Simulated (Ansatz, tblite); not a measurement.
# Sn(OAc)H3 (C2H6O2Sn): a ladder of methods and basis sets

How do method and basis change the picture of Sn(OAc)H3 (C2H6O2Sn) (singlet)?

The runs use Ansatz 0.2.0, Gaussian basis; as each input shows.

The runs, in order: GFN1-xTB, GFN2-xTB, PBE-D4/def2-TZVP, r2SCAN-D4/def2-TZVP, BLYP-D4/def2-TZVP, B97M-V/def2-TZVP, HF/def2-TZVP, PBE-D4/def2-SVP, PBE0-D4/def2-SVP, CCSD(T)/def2-SVP, MP2/def2-TZVP.

4 further runs of the same task are left out: 4 set aside as unsound or not needed.

## (1) The structure

The geometry is that of the singlet, from an earlier relaxation (PBE0-D4/def2-SVP).

11 atoms, charge 0, spin multiplicity 1.

Bond lengths: C1–C2 1.500 Å, C1–O3 1.307 Å, C1–O4 1.223 Å, C2–H6 1.095 Å, C2–H7 1.100 Å, C2–H8 1.099 Å, O3–Sn5 2.085 Å, Sn5–H9 1.703 Å, Sn5–H10 1.703 Å, Sn5–H11 1.716 Å. Angles: C2–C1–O3 115.3°, C2–C1–O4 123.8°, O3–C1–O4 120.8°, C1–C2–H6 110.3°, C1–C2–H7 109.3°, C1–C2–H8 109.5°, H6–C2–H7 110.2°, H6–C2–H8 110.4°, H7–C2–H8 107.0°, C1–O3–Sn5 105.3°, O3–Sn5–H9 109.8°, O3–Sn5–H10 109.8°, O3–Sn5–H11 96.0°, H9–Sn5–H10 116.6°, H9–Sn5–H11 111.4°, H10–Sn5–H11 111.4°.

Sn takes a core potential in the def2 sets. No spin-orbit coupling is included.

PBE0-D4/def2-TZVP was run before; its log isn't repeated, and its numbers join the tables.

## (2) GFN1-xTB

Tight binding, by tblite at 300 K electronic temperature and without a spin-polarisation term:

```python
tblite.interface.Calculator('GFN1-xTB', numbers, positions, charge=0, uhf=0).singlepoint()
```

Energy -527.2123 eV, HOMO -12.38 eV, LUMO -6.54 eV; 0.005 s.

## (3) GFN2-xTB

Tight binding, by tblite at 300 K electronic temperature and without a spin-polarisation term:

```python
tblite.interface.Calculator('GFN2-xTB', numbers, positions, charge=0, uhf=0).singlepoint()
```

Energy -478.2058 eV, HOMO -11.50 eV, LUMO -6.29 eV; 0.004 s.

## (4) PBE-D4/def2-TZVP

start.molden holds the orbitals of an earlier run on this state, given as this run's starting guess.

File in.yaml:

```yaml
crystal:
  periodic: [false, false, false]
  atoms:
    - {symbol: C, position_ang: [0.168705, 0.314014, 0.521609]}
    - {symbol: C, position_ang: [0.197370, 0.394401, 2.018841]}
    - {symbol: O, position_ang: [-0.425456, -0.740756, 0.029610]}
    - {symbol: O, position_ang: [0.659913, 1.158049, -0.215161]}
    - {symbol: Sn, position_ang: [-0.280121, -0.538798, -2.040391]}
    - {symbol: H, position_ang: [0.686604, 1.319962, 2.341107]}
    - {symbol: H, position_ang: [0.733984, -0.477700, 2.420040]}
    - {symbol: H, position_ang: [-0.829400, 0.347821, 2.409099]}
    - {symbol: H, position_ang: [1.354514, -0.609365, -2.512442]}
    - {symbol: H, position_ang: [-1.161371, 0.826237, -2.550104]}
    - {symbol: H, position_ang: [-1.104743, -1.993855, -2.422208]}
basis:
  gaussian: {orbitals: def2-TZVP, initial_orbitals: start.molden}
hamiltonian: {xc: pbe, dispersion: d4}
scf: {omitted_lower_state_checks: [starts]}
output: {forces: true, orbitals: {seedname: orbitals}}
```

Run with:

```bash
> ansatz run in.yaml --threads 4 --pin off --events-out ev --progress --plain --max-ram 4787MiB
```

What it wrote, cut to the lines that bear on the results:

```text
Functional definition: PBE
  name "PBE"
  cite "Perdew, Burke & Ernzerhof, Phys. Rev. Lett. 77, 3865 (1996) doi:10.1103/PhysRevLett.77.3865"
  parent pbe
[...]
1314 factors; their error is unknown
[...]
mean field -12093.19487540 eV, -444.4167146091 hartree, gradient 1.0e-5 eV, S^2 0.000000; 0 other end points of the search recorded, 0 dependent functions left out
[...]
reference -12093.19492996 eV, -444.4167166143 hartree; 28, 28 occupied and 182, 182 virtual orbitals, 1314 factors
Total energy: -12093.42286899 eV, -444.4250932190 hartree
Atom 0 at     0.168705     0.314014     0.521609 Å, force    -0.083533    -0.139739     0.521170 eV/Å
Atom 1 at     0.197370     0.394401     2.018841 Å, force    -0.006284    -0.003015     0.211339 eV/Å
Atom 2 at    -0.425456    -0.740756     0.029610 Å, force    -0.456195    -0.802752    -0.121056 eV/Å
Atom 3 at     0.659913     1.158049    -0.215161 Å, force     0.516446     0.893937    -0.604838 eV/Å
Atom 4 at    -0.280121    -0.538798    -2.040391 Å, force     0.042833     0.075567     0.022597 eV/Å
Atom 5 at     0.686604     1.319962     2.341107 Å, force    -0.023404    -0.043369     0.005017 eV/Å
Atom 6 at     0.733984    -0.477700     2.420040 Å, force    -0.007339     0.030549     0.017664 eV/Å
Atom 7 at    -0.829400     0.347821     2.409099 Å, force     0.030369     0.012896     0.020089 eV/Å
Atom 8 at     1.354514    -0.609365    -2.512442 Å, force     0.090273    -0.007928    -0.038699 eV/Å
Atom 9 at    -1.161371     0.826237    -2.550104 Å, force    -0.052145     0.073182    -0.040894 eV/Å
Atom 10 at    -1.104743    -1.993855    -2.422208 Å, force    -0.051021    -0.089330     0.007611 eV/Å
Dipole moment:    -0.088606    -0.158251     0.035049 e Å
Checks for a lower state left out: starts
```

Run time: 2.4 s. Hardware: 4 threads of Arm Neoverse V1, shared host.

HOMO -6.39 eV, LUMO -1.37 eV.

## (5) r2SCAN-D4/def2-TZVP

Changes to in.yaml since step 4:

```diff
@@ -16,4 +16,4 @@
   gaussian: {orbitals: def2-TZVP, initial_orbitals: start.molden}
-hamiltonian: {xc: pbe, dispersion: d4}
+hamiltonian: {xc: r2scan, dispersion: d4}
 scf: {omitted_lower_state_checks: [starts]}
-output: {forces: true, orbitals: {seedname: orbitals}}
+output: {orbitals: {seedname: orbitals}}
```

The command is unchanged.

What it wrote:

```text
Functional definition: r2SCAN
  name "r2SCAN"
  cite "Furness, Kaplan, Ning, Perdew & Sun, J. Phys. Chem. Lett. 11, 8208 (2020) doi:10.1021/acs.jpclett.0c02405"
  cite "Furness, Kaplan, Ning, Perdew & Sun, J. Phys. Chem. Lett. 11, 9248 (2020) doi:10.1021/acs.jpclett.0c03077"
  parent r2scan
  parameter k0 = 0.174
  parameter k1 = 0.065
  parameter a1 = 4.9479
  exchange = r2scan_x(k0 = k0, k1 = k1, a1 = a1)
  correlation = r2scan_c
these checks for a lower state are left out or cut short: starts
1314 factors; their error is unknown
mean field evaluation 1: about -12099.4257 eV, gradient 5.7e0 eV
mean field evaluation 2: about -12099.4717 eV, gradient 5.0e-2 eV
mean field evaluation 4: about -12099.4497 eV, gradient 2.3e-4 eV
mean field -12099.44965097 eV, -444.6465733716 hartree, gradient 2.5e-5 eV, S^2 0.000000; 0 other end points of the search recorded, 0 dependent functions left out
reference -12099.44966748 eV, -444.6465739782 hartree; 28, 28 occupied and 182, 182 virtual orbitals, 1314 factors
Total energy: -12099.50566191 eV, -444.6486317356 hartree
Checks for a lower state left out: starts
```

Run time: 4.2 s. Hardware: 4 threads of Arm Neoverse V1, shared host.

Report: HOMO -6.71 eV, LUMO -1.00 eV.

## (6) BLYP-D4/def2-TZVP

Changes to in.yaml since step 5:

```diff
@@ -16,3 +16,3 @@
   gaussian: {orbitals: def2-TZVP, initial_orbitals: start.molden}
-hamiltonian: {xc: r2scan, dispersion: d4}
+hamiltonian: {xc: {name: BLYP}, dispersion: d4}
 scf: {omitted_lower_state_checks: [starts]}
```

The command is unchanged.

What it wrote:

```text
Functional definition: BLYP
  name "BLYP"
  cite "Becke, Phys. Rev. A 38, 3098 (1988) doi:10.1103/PhysRevA.38.3098"
  cite "Lee, Yang & Parr, Phys. Rev. B 37, 785 (1988) doi:10.1103/PhysRevB.37.785"
  parameter beta = 0.0042
  parameter a = 0.04918
  parameter b = 0.132
  parameter c = 0.2533
  parameter d = 0.349
  exchange = b88_x(beta = beta)
  correlation = lyp_c(a = a, b = b, c = c, d = d)
these checks for a lower state are left out or cut short: starts
1314 factors; their error is unknown
mean field evaluation 1: about -12097.0388 eV, gradient 1.5e1 eV
mean field evaluation 2: about -12097.3282 eV, gradient 2.8e-1 eV
mean field evaluation 4: about -12097.2993 eV, gradient 7.2e-4 eV
mean field -12097.29925765 eV, -444.5675478746 hartree, gradient 1.6e-5 eV, S^2 0.000000; 0 other end points of the search recorded, 0 dependent functions left out
reference -12097.29967835 eV, -444.5675633352 hartree; 28, 28 occupied and 182, 182 virtual orbitals, 1314 factors
Total energy: -12097.80145838 eV, -444.5860034111 hartree
Checks for a lower state left out: starts
```

It took 2.2 s on 4 threads of Arm Neoverse V1, shared host.

HOMO -6.30 eV, LUMO -1.31 eV.

## (7) B97M-V/def2-TZVP

Changes to in.yaml since step 6:

```diff
@@ -16,3 +16,3 @@
   gaussian: {orbitals: def2-TZVP, initial_orbitals: start.molden}
-hamiltonian: {xc: {name: BLYP}, dispersion: d4}
+hamiltonian: {xc: {name: B97M-V}}
 scf: {omitted_lower_state_checks: [starts]}
```

Launched as before.

What it wrote, cut to the lines that bear on the results:

```text
Functional definition: B97M-V
  name "B97M-V"
  cite "Mardirossian & Head-Gordon, J. Chem. Phys. 142, 074111 (2015) doi:10.1063/1.4907719"
  cite "Becke, J. Chem. Phys. 107, 8554 (1997) doi:10.1063/1.475007"
  cite "Vydrov & Van Voorhis, J. Chem. Phys. 133, 244103 (2010) doi:10.1063/1.3521275"
  # Of w^i u^j: cxij and so on, Table III.
[...]
  gx(w, u) = cx00 + cx01*u + cx02*u^2 + (cx10 + cx11*u)*w
  gss(w, u) = css00 + css02*u^2 + css10*w + (css32*w^3 + css42*w^4)*u^2
  gos(w, u) = cos00 + cos01*u + cos03*u^3 + cos10*w + cos32*w^3*u^2
[...]
      + integral(e_c_pw_mod_opposite_spin*gos(b97_w_opposite, b97_u_opposite)) + vv10(b, c)
[...]
1314 factors; their error is unknown
[...]
mean field -12099.55041960 eV, -444.6502765503 hartree, gradient 3.0e-5 eV, S^2 0.000000; 0 other end points of the search recorded, 0 dependent functions left out
reference -12099.55049962 eV, -444.6502794911 hartree; 28, 28 occupied and 182, 182 virtual orbitals, 1314 factors
Total energy: -12099.55049962 eV, -444.6502794911 hartree
Checks for a lower state left out: starts
```

It took 10 s on 4 threads of Arm Neoverse V1, shared host.

Report: HOMO -6.88 eV, LUMO -1.23 eV.

## (8) HF/def2-TZVP

Changes to in.yaml since step 7:

```diff
@@ -16,3 +16,3 @@
   gaussian: {orbitals: def2-TZVP, initial_orbitals: start.molden}
-hamiltonian: {xc: {name: B97M-V}}
+hamiltonian: {xc: hf}
 scf: {omitted_lower_state_checks: [starts]}
```

Same command.

What it wrote:

```text
Functional definition: HF
  name "HF"
  cite "Fock, Z. Phys. 61, 126 (1930) doi:10.1007/BF01340294"
  parent pbe
  exchange = exact_x
  correlation = 0
these checks for a lower state are left out or cut short: starts
1622 factors; their error is unknown
mean field evaluation 1: about -12037.4116 eV, gradient 2.7e1 eV
mean field evaluation 2: about -12038.5362 eV, gradient 1.1e0 eV
mean field evaluation 4: about -12038.9249 eV, gradient 9.2e-1 eV
mean field -12038.92574758 eV, -442.4223609465 hartree, gradient 2.4e-5 eV, S^2 0.000000; 0 other end points of the search recorded, 0 dependent functions left out
reference -12038.92574758 eV, -442.4223609465 hartree; 28, 28 occupied and 182, 182 virtual orbitals, 1622 factors
Total energy: -12038.92574758 eV, -442.4223609465 hartree
Checks for a lower state left out: starts
```

Wall time 1.6 s (4 threads of Arm Neoverse V1, shared host).

From the report: HOMO -11.84 eV, LUMO 1.95 eV.

## (9) PBE-D4/def2-SVP

Changes to in.yaml since step 8:

```diff
@@ -15,4 +15,4 @@
 basis:
-  gaussian: {orbitals: def2-TZVP, initial_orbitals: start.molden}
-hamiltonian: {xc: hf}
+  gaussian: {orbitals: def2-SVP, initial_orbitals: start.molden}
+hamiltonian: {xc: pbe, dispersion: d4}
 scf: {omitted_lower_state_checks: [starts]}
```

Launched as before.

What it wrote:

```text
Functional definition: PBE
  name "PBE"
  cite "Perdew, Burke & Ernzerhof, Phys. Rev. Lett. 77, 3865 (1996) doi:10.1103/PhysRevLett.77.3865"
  parent pbe
  parameter kappa = 0.804
  parameter beta = 0.06672455060314922
  exchange = pbe_x(kappa = kappa, mu = beta*pi^2/3)
  correlation = pbe_c(beta = beta)
these checks for a lower state are left out or cut short: starts
1241 factors; their error is unknown
mean field evaluation 1: about -12085.2760 eV, gradient 2.7e1 eV
mean field evaluation 2: about -12085.6666 eV, gradient 5.9e-1 eV
mean field evaluation 4: about -12085.6249 eV, gradient 1.8e-1 eV
mean field -12085.62493246 eV, -444.1385243372 hartree, gradient 5.3e-5 eV, S^2 0.000000; 0 other end points of the search recorded, 0 dependent functions left out
reference -12085.62497778 eV, -444.1385260027 hartree; 28, 28 occupied and 84, 84 virtual orbitals, 1241 factors
Total energy: -12085.85291681 eV, -444.1469026075 hartree
Checks for a lower state left out: starts
```

It took 0.9 s on 4 threads of Arm Neoverse V1, shared host.

Report: HOMO -6.18 eV, LUMO -1.12 eV.

## (10) PBE0-D4/def2-SVP

Changes to in.yaml since step 9:

```diff
@@ -16,3 +16,3 @@
   gaussian: {orbitals: def2-SVP, initial_orbitals: start.molden}
-hamiltonian: {xc: pbe, dispersion: d4}
+hamiltonian: {xc: pbe0, dispersion: d4}
 scf: {omitted_lower_state_checks: [starts]}
```

Same command.

What it wrote:

```text
Functional definition: PBE0
  name "PBE0"
  cite "Adamo & Barone, J. Chem. Phys. 110, 6158 (1999) doi:10.1063/1.478522"
  cite "Perdew, Burke & Ernzerhof, Phys. Rev. Lett. 77, 3865 (1996) doi:10.1103/PhysRevLett.77.3865"
  parent pbe
  parameter a = 0.25
  parameter kappa = 0.804
  parameter beta = 0.06672455060314922
  exchange = (1 - a)*pbe_x(kappa = kappa, mu = beta*pi^2/3) + a*exact_x
  correlation = pbe_c(beta = beta)
these checks for a lower state are left out or cut short: starts
1304 factors; their error is unknown
mean field evaluation 1: about -12085.8116 eV, gradient 2.7e1 eV
mean field evaluation 2: about -12086.0600 eV, gradient 3.5e-1 eV
mean field evaluation 4: about -12086.1329 eV, gradient 2.1e-1 eV
mean field -12086.13301070 eV, -444.1571958679 hartree, gradient 7.1e-5 eV, S^2 0.000000; 0 other end points of the search recorded, 0 dependent functions left out
reference -12086.13304482 eV, -444.1571971221 hartree; 28, 28 occupied and 84, 84 virtual orbitals, 1304 factors
Total energy: -12086.32545801 eV, -444.1642681762 hartree
Checks for a lower state left out: starts
```

It took 1.1 s on 4 threads of Arm Neoverse V1, shared host.

Report: HOMO -7.86 eV, LUMO -0.31 eV.

## (11) CCSD(T)/def2-SVP

Changes to in.yaml since step 10:

```diff
@@ -16,3 +16,3 @@
   gaussian: {orbitals: def2-SVP, initial_orbitals: start.molden}
-hamiltonian: {xc: pbe0, dispersion: d4}
+correlation: {method: ccsd_t}
 scf: {omitted_lower_state_checks: [starts]}
```

Launched as before.

What it wrote, cut to the lines that bear on the results:

```text
Functional definition: HF
  name "HF"
  cite "Fock, Z. Phys. 61, 126 (1930) doi:10.1007/BF01340294"
  parent pbe
[...]
1201 factors; integrals over basis functions are off by at most 1.3e-3 eV
[...]
mean field -12031.26603166 eV, -442.1408715786 hartree, gradient 1.4e-6 eV, S^2 0.000000; 0 other end points of the search recorded, 0 dependent functions left out
8 core orbitals not correlated: weight in the atoms' cores, before any rotation towards them, 1.000 or more for the frozen orbitals, at most 0.000 for the correlated occupied ones
reference -12031.26603166 eV, -442.1408715786 hartree; 20, 20 occupied and 84, 84 virtual orbitals, 1201 factors
second order -20.50340421 eV of doubles, -0.00000000 eV of singles
cycle   1  -20.81165519 eV  change   -3.1e-1 eV  update   1.3e-1
[...]
cycle   9  -21.64388588 eV  change   -4.3e-5 eV  update   3.4e-5
perturbative correction -0.67609188 eV, -0.0248459185 hartree
Total energy: -12053.58600943 eV, -442.9611156324 hartree
Checks for a lower state left out: starts
```

Run time: 12 s. Hardware: 4 threads of Arm Neoverse V1, shared host; peak memory 0.68 GiB.

Hartree-Fock HOMO -11.82 eV, LUMO 2.64 eV; T1 0.015.

## (12) MP2/def2-TZVP

Changes to in.yaml since step 11:

```diff
@@ -15,4 +15,4 @@
 basis:
-  gaussian: {orbitals: def2-SVP, initial_orbitals: start.molden}
-correlation: {method: ccsd_t}
+  gaussian: {orbitals: def2-TZVP, initial_orbitals: start.molden}
+correlation: {method: mp2}
 scf: {omitted_lower_state_checks: [starts]}
```

Launched as before.

What it wrote:

```text
Functional definition: HF
  name "HF"
  cite "Fock, Z. Phys. 61, 126 (1930) doi:10.1007/BF01340294"
  parent pbe
  exchange = exact_x
  correlation = 0
these checks for a lower state are left out or cut short: starts
1590 factors; integrals over basis functions are off by at most 1.2e-3 eV
mean field evaluation 1: about -12037.4814 eV, gradient 2.7e1 eV
mean field evaluation 2: about -12038.5753 eV, gradient 1.1e0 eV
mean field evaluation 4: about -12038.9260 eV, gradient 1.2e-2 eV
mean field evaluation 8: about -12038.9260 eV, gradient 2.5e-6 eV
mean field -12038.92597474 eV, -442.4223692947 hartree, gradient 5.4e-6 eV, S^2 0.000000; 0 other end points of the search recorded, 0 dependent functions left out
8 core orbitals not correlated: weight in the atoms' cores, before any rotation towards them, 1.000 or more for the frozen orbitals, at most 0.000 for the correlated occupied ones
reference -12038.92597474 eV, -442.4223692947 hartree; 20, 20 occupied and 182, 182 virtual orbitals, 1590 factors
second order -30.16892894 eV of doubles, -0.00000000 eV of singles
Total energy: -12069.09490368 eV, -443.5310569841 hartree
Checks for a lower state left out: starts
```

It took 2.9 s on 4 threads of Arm Neoverse V1, shared host.

Report: Hartree-Fock HOMO -11.84 eV, LUMO 1.95 eV.

## (13) Levels side by side

| level | functions | HOMO (eV) | LUMO (eV) | gap (eV) | time |
| --- | --- | --- | --- | --- | --- |
| HF/def2-TZVP | 210 | -11.84 | 1.95 | 13.79 | 1.6 s |
| PBE-D4/def2-SVP | 112 | -6.18 | -1.12 | 5.06 | 0.9 s |
| PBE-D4/def2-TZVP | 210 | -6.39 | -1.37 | 5.02 | 2.4 s |
| BLYP-D4/def2-TZVP | 210 | -6.30 | -1.31 | 4.99 | 2.2 s |
| r2SCAN-D4/def2-TZVP | 210 | -6.71 | -1.00 | 5.71 | 4.2 s |
| B97M-V/def2-TZVP | 210 | -6.88 | -1.23 | 5.65 | 10 s |
| PBE0-D4/def2-SVP | 112 | -7.86 | -0.31 | 7.54 | 1.1 s |
| PBE0-D4/def2-TZVP | 210 | -7.98 | -0.58 | 7.41 | 3.3 s |

Energy pieces by basis (eV):

| basis | HF | MP2 correlation | CCSD correlation | (T) | total |
| --- | --- | --- | --- | --- | --- |
| def2-SVP | -12031.2660 | -20.5034 | -21.6439 | -0.6761 | -12053.5860 |
| def2-TZVP | -12038.9260 | -30.1689 |  |  | -12069.0949 (MP2) |

The correlation energy is far from converged in these sets, so it jumps between bases; where outer-core shells are correlated, the sets cover them unevenly.

## (14) Binding energy

Free atoms were run apart at each level; binding is atoms less cluster, divided by the number of atoms, without zero-point or spin-orbit terms.

Differences are taken before rounding.

| method | binding an atom (eV) | from CCSD(T)/def2-SVP (eV) | time |
| --- | --- | --- | --- |
| HF/def2-SVP | 2.668 | -0.923 |  |
| HF/def2-TZVP | 2.640 | -0.950 | 1.6 s |
| PBE-D4/def2-SVP | 3.907 | +0.316 | 0.9 s |
| PBE-D4/def2-TZVP | 3.876 | +0.285 | 2.4 s |
| BLYP-D4/def2-TZVP | 3.788 | +0.198 | 2.2 s |
| r2SCAN-D4/def2-TZVP | 3.798 | +0.208 | 4.2 s |
| B97M-V/def2-TZVP | 3.821 | +0.230 | 10 s |
| PBE0-D4/def2-SVP | 3.802 | +0.212 | 1.1 s |
| PBE0-D4/def2-TZVP | 3.776 | +0.185 | 3.3 s |
| MP2/def2-SVP | 3.644 | +0.053 |  |
| MP2/def2-TZVP | 3.700 | +0.110 | 2.9 s |
| CCSD/def2-SVP | 3.542 | -0.049 |  |
| CCSD(T)/def2-SVP | 3.590 | 0 | 12 s |

Among the levels timed on like hardware and quicker than the yardstick, those that no quicker one beats, quickest first: PBE-D4/def2-SVP (0.9 s, +0.316 eV); PBE0-D4/def2-SVP (1.1 s, +0.212 eV); BLYP-D4/def2-TZVP (2.2 s, +0.198 eV); MP2/def2-TZVP (2.9 s, +0.110 eV).

## (15) Outcome

| quantity | value |
| --- | --- |
| gap in def2-TZVP, named functionals and Hartree-Fock, smallest and largest | 4.99 eV (BLYP-D4), 13.79 eV (HF) |
| correlation energy, CCSD(T)/def2-SVP | -22.32 eV |
| correlation energy, MP2/def2-TZVP | -30.17 eV |
| binding an atom, CCSD(T)/def2-SVP | 3.590 eV |
| PBE0 total energy, smallest basis above largest | 7.48 eV (def2-SVP, def2-TZVP) |

Over the named functionals and Hartree-Fock in def2-TZVP the gap runs from 4.99 eV (BLYP-D4) to 13.79 eV (HF); exact exchange widens it. The functionals in def2-TZVP miss CCSD(T)/def2-SVP by +0.185 (PBE0-D4) to +0.285 eV (PBE-D4) an atom. The yardstick is in a double-zeta basis, so levels in larger sets aren't compared like for like. The reference is CCSD(T) in one finite basis, so it carries an error of its own, often a tenth of an eV or more, and near misses can't be ranked.

MP2/def2-TZVP reaches 0.110 eV from the reference in 2.9 s, where CCSD(T)/def2-SVP took 12 s; the quickest level in the cost chart, PBE-D4/def2-SVP, takes 0.9 s and misses by 0.316 eV. The slowest run with a step of its own, CCSD(T)/def2-SVP, took 12 s; the quickest functional in def2-TZVP took 2.2 s (shared host).
